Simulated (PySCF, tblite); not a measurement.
# C₇H₁₆OSi: geometry, infrared bands and NMR shifts

Aim: predict the infrared bands and NMR shifts of C₇H₁₆OSi (`CC[C@@](C)(C=O)CC[SiH3]`).

Computed with tblite 0.8.0 and PySCF 2.14.0, with density-fitted response routines of our own, on a single molecule in the gas phase. Atoms are numbered from 0 throughout.

### 1 The molecule as given

25 atoms, charge 0, multiplicity 1; geometry from: force field or distance geometry start.

Bonds of the start (Å): C0–C1 1.51, C1–C2 1.57, C2–C3 1.52, C2–C4 1.53, C4–O5 1.23, C2–C6 1.55, C6–C7 1.54, C7–Si8 1.87, C0–H9 1.11, C0–H10 1.09, C0–H11 1.08, C1–H12 1.10, C1–H13 1.10, C3–H14 1.09, C3–H15 1.11, C3–H16 1.10, C4–H17 1.11, C6–H18 1.09, C6–H19 1.11, C7–H20 1.09, C7–H21 1.10, Si8–H22 1.48, Si8–H23 1.48, Si8–H24 1.49.

### 2 Geometry optimisation with GFN2-xTB

The job: settings as JSON, then the geometry in Å.

```
{"job": {"kind": "relax", "xc": "GFN2-xTB", "basis": "xTB"}, "charge": 0, "multiplicity": 1}
C     -2.116400     1.593200    -0.751400
C     -2.018100     0.429500     0.210700
C     -0.743000    -0.467300     0.049600
C     -0.780100    -1.540600     1.129500
C     -0.876600    -1.181600    -1.291400
O     -0.156200    -0.976300    -2.270700
C      0.544000     0.390600     0.116900
C      1.859000    -0.410700     0.227600
Si     3.428000     0.603500     0.124100
H     -3.081000     2.114200    -0.592200
H     -2.095800     1.259700    -1.793100
H     -1.330000     2.323400    -0.591600
H     -2.920300    -0.189900     0.116900
H     -2.034700     0.824300     1.239600
H     -0.021700    -2.308600     0.967800
H     -0.616200    -1.113200     2.142600
H     -1.744100    -2.064000     1.161600
H     -1.707800    -1.909500    -1.375500
H      0.599900     1.041800    -0.756000
H      0.483600     1.058500     0.996100
H      1.875700    -0.948100     1.181000
H      1.893300    -1.165800    -0.569200
H      4.616600    -0.268600     0.260000
H      3.483500     1.336400    -1.164500
H      3.447500     1.593400     1.240700
```

Launch:

```
$ OMP_NUM_THREADS=1 python probes_run.py task.json out
```

One launch serves the whole session: the jobs run in the order shown.

**Question.** This job is followed by: GFN2-xTB harmonic vibrations, gas phase; GIAO PBE0/pcSseg-1 NMR shielding, non-relativistic, gas phase. Predict these results of the whole session: strongest single infrared mode (GFN2-xTB); zero-point energy (GFN2-xTB); ¹³C shifts against TMS (PBE0/pcSseg-1); ¹H shifts against TMS (PBE0/pcSseg-1, means over atoms taken as alike); ¹⁷O shifts against H2O (PBE0/pcSseg-1); ²⁹Si shifts against TMS (PBE0/pcSseg-1).

As calculated:

| quantity | value |
| --- | --- |
| strongest single infrared mode (GFN2-xTB) | 2238 cm⁻¹, 327 km/mol |
| zero-point energy (GFN2-xTB) | 131.1 kcal/mol |
| ¹³C shifts against TMS (PBE0/pcSseg-1) | 212.4, 52.6, 35.1, 31.2, 22.2, 10.9, 6.4 ppm |
| ¹H shifts against TMS (PBE0/pcSseg-1, means over atoms taken as alike) | 9.70, 3.85, 2.22, 1.68, 1.30, 1.11, 0.80, 0.73, 0.58, 0.48 ppm |
| ¹⁷O shifts against H2O (PBE0/pcSseg-1) | 683.8 ppm |
| ²⁹Si shifts against TMS (PBE0/pcSseg-1) | -69.7 ppm |

**Reading.** The optimisation took 46 steps and gained 0.150 eV; among the close pairs (by a distance rule), C4–O5 changed most, from 1.233 to 1.198 Å. All 69 modes are real, so the xTB geometry is a minimum. The strongest single mode, at 2238 cm⁻¹, moves mainly H24. GFN2-xTB is a fitted tight-binding method: band positions and strengths are rough. Its intensities can rank the bands wrongly. The most deshielded carbon is C4 (aldehyde carbonyl carbon), at 212.4 ppm: the double bond to the heteroatom, with no lone-pair donor beside it, deshields it most. H17 (hydrogen on an aldehyde carbonyl carbon) lies farthest downfield among hydrogen, at 9.70 ppm; deshielded by the polar, anisotropic C=O bond. At PBE0/pcSseg-1: The widest tensor belongs to O5: span 1326 ppm, with a paramagnetic part of -752 ppm.
